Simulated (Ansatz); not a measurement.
# BrFH5NSi2: up Jacob's ladder to CCSD(T)

One table from this session's results is given with a row withheld; the runs are named, their logs left out.

Program: Ansatz 0.2.0, Gaussian basis. Level of theory: functionals in def2-TZVPP, the program's frozen cores in correlated methods. These are calculated values, not measurements.

The runs, in order: PBE-D4, r2SCAN-D4, PBE0-D4, B3LYP-D4, ωB97X-V, ωB97M-V, B2PLYP; CCSD(T)/def2-TZVPP; MP2/def2-QZVPP; extrapolation to the limit.

## The geometry

All runs share one geometry, relaxed beforehand with PBE0-D4 in a triple-zeta def2 set.

SMILES `N[SiH2][SiH](F)Br`, 10 atoms, charge 0, spin multiplicity 1.

Atoms are counted from 1 here; the program's logs count them from 0.

Bond lengths: N1–Si2 1.713 Å, N1–H6 1.007 Å, N1–H7 1.007 Å, Si2–Si3 2.343 Å, Si2–H8 1.487 Å, Si2–H9 1.496 Å, Si3–F4 1.598 Å, Si3–Br5 2.229 Å, Si3–H10 1.483 Å. Angles: Si2–N1–H6 121.2°, Si2–N1–H7 120.1°, H6–N1–H7 111.8°, N1–Si2–Si3 106.6°, N1–Si2–H8 108.8°, N1–Si2–H9 117.0°, Si3–Si2–H8 111.3°, Si3–Si2–H9 105.9°, H8–Si2–H9 107.4°, Si2–Si3–F4 112.2°, Si2–Si3–Br5 106.5°, Si2–Si3–H10 116.6°, F4–Si3–Br5 107.5°, F4–Si3–H10 107.0°, Br5–Si3–H10 106.6°.

The first run:

File in.yaml:

```yaml
crystal:
  periodic: [false, false, false]
  atoms:
    - {symbol: N, position_ang: [0.137344, 0.885633, 1.495793]}
    - {symbol: Si, position_ang: [-0.742103, 0.620418, 0.050015]}
    - {symbol: Si, position_ang: [0.282982, -1.186064, -1.033644]}
    - {symbol: F, position_ang: [-0.040086, -2.578553, -0.320267]}
    - {symbol: Br, position_ang: [2.480664, -0.848570, -0.882993]}
    - {symbol: H, position_ang: [-0.239760, 1.450349, 2.238788]}
    - {symbol: H, position_ang: [1.144013, 0.915800, 1.476827]}
    - {symbol: H, position_ang: [-2.153348, 0.309552, 0.398920]}
    - {symbol: H, position_ang: [-0.763755, 1.736107, -0.946010]}
    - {symbol: H, position_ang: [-0.022753, -1.355971, -2.474428]}
basis:
  gaussian: {orbitals: def2-TZVPP}
hamiltonian: {xc: pbe, dispersion: d4}
output: {forces: true, orbitals: {seedname: orbitals}}
```

The run is started by

```console
> ansatz run in.yaml --threads 4 --pin off --events-out ev --progress --plain --max-ram 10444MiB
```

Steps of the session up to this table: PBE-D4 (GGA); r2SCAN-D4 (meta-GGA); PBE0-D4 (hybrid); B3LYP-D4 (hybrid); ωB97X-V (range-separated); ωB97M-V (range-separated); B2PLYP (double hybrid); CCSD(T) in def2-TZVPP; MP2 in def2-QZVPP.

One of the session's tables, all rows but one given; the rest of the session is left out.

It belongs to the step «Atomisation energies». 

| method | atomisation energy (kJ/mol) |
| --- | --- |
| PBE-D4 | 3312.1 |
| r2SCAN-D4 | 3291.8 |
| PBE0-D4 | 3264.2 |
| B3LYP-D4 | ? |
| ωB97X-V | 3320.0 |
| ωB97M-V | 3297.9 |
| B2PLYP | 3245.4 |
| HF/def2-TZVPP | 2381.9 |
| MP2/def2-TZVPP | 3244.0 |
| CCSD/def2-TZVPP | 3149.4 |
| CCSD(T)/def2-TZVPP | 3195.2 |
| MP2/CBS | 3361.9 |
| CCSD(T)/CBS | 3313.1 |

Estimate the missing values for B3LYP-D4.

The run gave: atomisation energy (kJ/mol): 3285.8. In the column «atomisation energy (kJ/mol)» it lies between PBE0-D4 (3264.2) and r2SCAN-D4 (3291.8).
